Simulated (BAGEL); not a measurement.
# triplet B2PH3ClF: levels of theory compared

Aim: a comparison of 4 runs (UHF/3-21G, ROHF/6-31G*, ROHF/def2-SVP, UHF/def2-SVP) of triplet B2PH3ClF. 

Program for the calculation: BAGEL 1.2.2.

2 further runs of the same task are left out: 2 set aside as unsound or not needed.

### Step 1. Starting point

B2PH3ClF has 8 atoms, charge 0, and is taken as a triplet. SMILES of the parent species: `BPB(F)Cl`. The shape is that of a PBE0-D4/def2-TZVP optimisation. This is one conformer, not always the lowest. That shape belongs to the parent species and isn't relaxed for this state.

Bond lengths: B1–P2 1.839 Å, P2–B3 1.886 Å, B3–F4 1.317 Å, B3–Cl5 1.747 Å, B1–H6 1.192 Å, B1–H7 1.191 Å, P2–H8 1.407 Å. Angles: B1–P2–B3 111.5°, P2–B3–F4 120.5°, P2–B3–Cl5 120.8°, F4–B3–Cl5 118.7°, B1–P2–H8 111.0°, B3–P2–H8 106.4°, P2–B1–H6 119.4°, P2–B1–H7 118.2°, H6–B1–H7 122.2°.

### Step 2. The energy at UHF/3-21G (density fitting with qzvpp-jkfit) (run 1)

The input, hf.json:

```json
{ "bagel": [

{
  "title": "molecule",
  "basis": "3-21g",
  "df_basis": "qzvpp-jkfit",
  "angstrom": true,
  "geometry": [
    { "atom": "B", "xyz": [      -0.167000,       0.427500,       1.498200 ] },
    { "atom": "P", "xyz": [       0.147200,      -0.863800,       0.226400 ] },
    { "atom": "B", "xyz": [       0.347200,      -0.109500,      -1.490900 ] },
    { "atom": "F", "xyz": [      -0.202200,      -0.684800,      -2.541000 ] },
    { "atom": "Cl", "xyz": [       1.338400,       1.308800,      -1.735200 ] },
    { "atom": "H", "xyz": [      -0.876500,       0.176900,       2.422100 ] },
    { "atom": "H", "xyz": [       0.437700,       1.450300,       1.421900 ] },
    { "atom": "H", "xyz": [      -0.932700,      -1.762600,       0.142700 ] }
  ]
},

{ "title": "uhf", "nopen": 2 },

{ "title": "print", "file": "orbitals.molden", "orbitals": true }

]}
```

Command:

```
BAGEL_NUM_THREADS=1 BAGEL hf.json > hf.out
```

The program printed:

```text
* using 1 threads per process

  ===============================================================
  ===============================================================

  *** Geometry ***

  { "atom" : "B", "xyz" : [     -0.315584,      0.807858,      2.831188 ] },
  { "atom" : "P", "xyz" : [      0.278168,     -1.632345,      0.427834 ] },
  { "atom" : "B", "xyz" : [      0.656113,     -0.206925,     -2.817393 ] },
[... 4 lines of this table left out ...]
  { "atom" : "H", "xyz" : [     -1.762548,     -3.330831,      0.269664 ] },

  Number of auxiliary basis functions:      537

  Since a DF basis is specified, we compute 2- and 3-index integrals:
    o Being stored without compression. Storage requirement is 0.015 GB

  Number of basis functions:       59
  Number of electrons      :       54

    * METHOD: MOLECULE                             0.22

  *** Open-shell HF ***

  === Nuclear Repulsion ===
   237.9291810386

      * DIIS with orbital gradients will be used.

  === UHF iteration (3-21g) ===
      0       -945.81746034          0.03848304           0.11
      1       -945.93203629          0.02203864           0.10
      2       -945.95536424          0.01301087           0.10
[... 18 lines of this table left out ...]
     21       -945.96624413          0.00000001           0.10
    * SCF iteration converged.

    * S^2 (UHF) is 2.0158

    * Permanent dipole moment:
           (   -0.120801,     1.541722,     0.991547) a.u.

    * METHOD: UHF                                  2.44

    * METHOD: PRINT                                0.01

  ===============================================================
```

Run time: 2.9 s. Hardware: 1 thread of Intel Xeon Platinum 8488C (Sapphire Rapids), shared host; peak memory 0.11 GiB.

### Step 3. The energy at ROHF/6-31G(d) (density fitting with qzvpp-jkfit, spherical functions) (run 2)

The input, job.json:

```json
{ "bagel": [

{
  "title": "molecule",
  "basis": "6-31gs.json",
  "df_basis": "qzvpp-jkfit",
  "angstrom": true,
  "geometry": [
    { "atom": "B", "xyz": [      -0.167000,       0.427500,       1.498200 ] },
    { "atom": "P", "xyz": [       0.147200,      -0.863800,       0.226400 ] },
    { "atom": "B", "xyz": [       0.347200,      -0.109500,      -1.490900 ] },
    { "atom": "F", "xyz": [      -0.202200,      -0.684800,      -2.541000 ] },
    { "atom": "Cl", "xyz": [       1.338400,       1.308800,      -1.735200 ] },
    { "atom": "H", "xyz": [      -0.876500,       0.176900,       2.422100 ] },
    { "atom": "H", "xyz": [       0.437700,       1.450300,       1.421900 ] },
    { "atom": "H", "xyz": [      -0.932700,      -1.762600,       0.142700 ] }
  ]
},

{
  "title": "rohf",
  "nopen": 2
},

{
  "title": "print",
  "file": "orbitals.molden",
  "orbitals": true
}

]}
```

The basis set 6-31G* is read from a file made from the Basis Set Exchange's data (not shown).

Command:

```
BAGEL_NUM_THREADS=1 BAGEL job.json > job.out
```

The program printed:

```text
* using 1 threads per process

  ===============================================================
  ===============================================================

  *** Geometry ***

  { "atom" : "B", "xyz" : [     -0.315584,      0.807858,      2.831188 ] },
  { "atom" : "P", "xyz" : [      0.278168,     -1.632345,      0.427834 ] },
  { "atom" : "B", "xyz" : [      0.656113,     -0.206925,     -2.817393 ] },
[... 4 lines of this table left out ...]
  { "atom" : "H", "xyz" : [     -1.762548,     -3.330831,      0.269664 ] },

  Number of auxiliary basis functions:      537

  Since a DF basis is specified, we compute 2- and 3-index integrals:
    o Being stored without compression. Storage requirement is 0.030 GB

  Number of basis functions:       84
  Number of electrons      :       54

    * METHOD: MOLECULE                             0.31

  *** Open-shell HF ***

  === Nuclear Repulsion ===
   237.9291810386

      * DIIS with orbital gradients will be used.

  === ROHF iteration (6-31gs.json) ===
      0       -950.52963378          0.03160251           0.17
      1       -950.65601033          0.01883871           0.16
      2       -950.68661479          0.01138263           0.16
[... 19 lines of this table left out ...]
     22       -950.70366872          0.00000001           0.16
    * SCF iteration converged.

    * S^2 (ROHF) is 2.0000

    * Permanent dipole moment:
           (   -0.184753,     1.246885,     0.946644) a.u.

    * METHOD: ROHF                                 3.97

    * METHOD: PRINT                                0.01

  ===============================================================
```

Wall time 4.5 s (1 thread of Intel Xeon Platinum 8488C (Sapphire Rapids), shared host); peak memory 0.14 GiB.

Run 3 isn't shown in full; the table further down has it.

### Step 4. The energy at UHF/def2-SVP (density fitting with qzvpp-jkfit) (run 4)

The input, hf.json:

```json
{ "bagel" : [

{
  "title" : "molecule",
  "basis" : "svp",
  "df_basis" : "qzvpp-jkfit",
  "angstrom" : true,
  "geometry" : [
    { "atom" : "B", "xyz" : [      -0.167000,       0.427500,       1.498200 ] },
    { "atom" : "P", "xyz" : [       0.147200,      -0.863800,       0.226400 ] },
    { "atom" : "B", "xyz" : [       0.347200,      -0.109500,      -1.490900 ] },
    { "atom" : "F", "xyz" : [      -0.202200,      -0.684800,      -2.541000 ] },
    { "atom" : "Cl", "xyz" : [       1.338400,       1.308800,      -1.735200 ] },
    { "atom" : "H", "xyz" : [      -0.876500,       0.176900,       2.422100 ] },
    { "atom" : "H", "xyz" : [       0.437700,       1.450300,       1.421900 ] },
    { "atom" : "H", "xyz" : [      -0.932700,      -1.762600,       0.142700 ] }
  ]
},

{ "title" : "uhf", "nopen" : 2 },

{ "title" : "print", "file" : "orbitals.molden", "orbitals" : true }

]}
```

Command:

```
BAGEL_NUM_THREADS=1 BAGEL hf.json > hf.out
```

The program printed:

```text
* using 1 threads per process

  ===============================================================
  ===============================================================

  *** Geometry ***

  { "atom" : "B", "xyz" : [     -0.315584,      0.807858,      2.831188 ] },
  { "atom" : "P", "xyz" : [      0.278168,     -1.632345,      0.427834 ] },
  { "atom" : "B", "xyz" : [      0.656113,     -0.206925,     -2.817393 ] },
[... 4 lines of this table left out ...]
  { "atom" : "H", "xyz" : [     -1.762548,     -3.330831,      0.269664 ] },

  Number of auxiliary basis functions:      537

  Since a DF basis is specified, we compute 2- and 3-index integrals:
    o Being stored without compression. Storage requirement is 0.037 GB

  Number of basis functions:       93
  Number of electrons      :       54

    * METHOD: MOLECULE                             0.28

  *** Open-shell HF ***

  === Nuclear Repulsion ===
   237.9291810386

      * DIIS with orbital gradients will be used.

  === UHF iteration (svp) ===
      0       -950.17588755          0.03095688           0.19
      1       -950.33221910          0.01783678           0.19
      2       -950.36786637          0.01063301           0.19
[... 18 lines of this table left out ...]
     21       -950.38684223          0.00000001           0.19
    * SCF iteration converged.

    * S^2 (UHF) is 2.0173

    * Permanent dipole moment:
           (   -0.273901,     1.271429,     1.035489) a.u.

    * METHOD: UHF                                  4.33

    * METHOD: PRINT                                0.01

  ===============================================================
```

Wall time 5.1 s (1 thread of Intel Xeon Platinum 8488C (Sapphire Rapids), shared host); peak memory 0.15 GiB.

### Step 5. All runs side by side

| run | level | energy (Eh) | dipole moment (D) | ⟨S²⟩ | wall time |
| --- | --- | --- | --- | --- | --- |
| 1 | UHF/3-21G (density fitting with qzvpp-jkfit) | -945.966244 | 4.67 | 2.016 | 2.9 s |
| 2 | ROHF/6-31G* (density fitting with qzvpp-jkfit, spherical functions) | -950.703669 | 4.01 | 2.000 | 4.5 s |
| 3 | ROHF/def2-SVP (density fitting with qzvpp-jkfit) | -950.381271 | 4.22 | 2.000 | 4.8 s |
| 4 | UHF/def2-SVP (density fitting with qzvpp-jkfit) | -950.386842 | 4.23 | 2.017 | 5.1 s |

### Step 6. What came out

| quantity | value |
| --- | --- |
| run 4: total energy | -950.38684 Eh |
| run 4: dipole moment | 4.23 D |
| run 4: ⟨S²⟩ | 2.017 |

What this shows: The dipole moment (its size) runs from 4.01 D (ROHF/6-31G*) to 4.67 D (UHF/3-21G). The two ends differ in method and basis. All runs together took 17 s, the longest 5.1 s.
